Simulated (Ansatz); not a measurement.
LaSi3Rh:

```
CELL_PARAMETERS angstrom
-2.13487 2.13487 4.93463
2.13487 -2.13487 4.93463
2.13487 2.13487 -4.93463
ATOMIC_POSITIONS crystal
La 0.99950 0.99950 0.00000
Rh 0.65453 0.65453 0.00000
Si 0.76202 0.26202 0.50000
Si 0.26202 0.76202 0.50000
Si 0.41193 0.41193 0.00000
```

The cell is a database's computed one.

- Program: Ansatz 0.2.0
- Task: relaxation of cell and atoms
- Functional: revPBE
- Potentials or basis: Ansatz PAW
- Cutoff: 420 eV (not typed: the program's choice for these potentials)
- k mesh: 9 × 9 × 9
- Occupations: fermi-dirac, width 0.05 eV
- Spin: no spin polarisation

At the start: volume 17.99 Å³/atom.

**Question.** Where does the relaxation end?

**Answer.** It ends after 5 steps and the volume is 18.38 Å³/atom (+2.2 %); space group I4mm (No. 107, to 0.05 Å).

The path:
```
step  energy change (eV)  largest force (eV/Å)  volume (Å³)
   1              0.0000                0.0977        89.96
   2             -0.0152                0.0283        92.34
   3             -0.0160                0.0139        91.95
   4             -0.0160                0.0051        91.92
   5             -0.0165                0.0050        91.92
```

Final structure:
```
La Rh Si
1.0
    -2.15131    2.15131    4.96549
     2.15131   -2.15131    4.96549
     2.15131    2.15131   -4.96549
La Rh Si
1 1 3
Direct
  0.99963 0.99963 0.00000
  0.65454 0.65454 0.00000
  0.76215 0.26215 0.50000
  0.26215 0.76215 0.50000
  0.41153 0.41153 0.00000
```

Caveat: the plane-wave basis is chosen anew once the cell has moved, so the energies of steps on either side of that aren't comparable; the PAW data sets come from PBE, with cores solved anew for the run's functional, which leaves a small shift of forces and pressure.
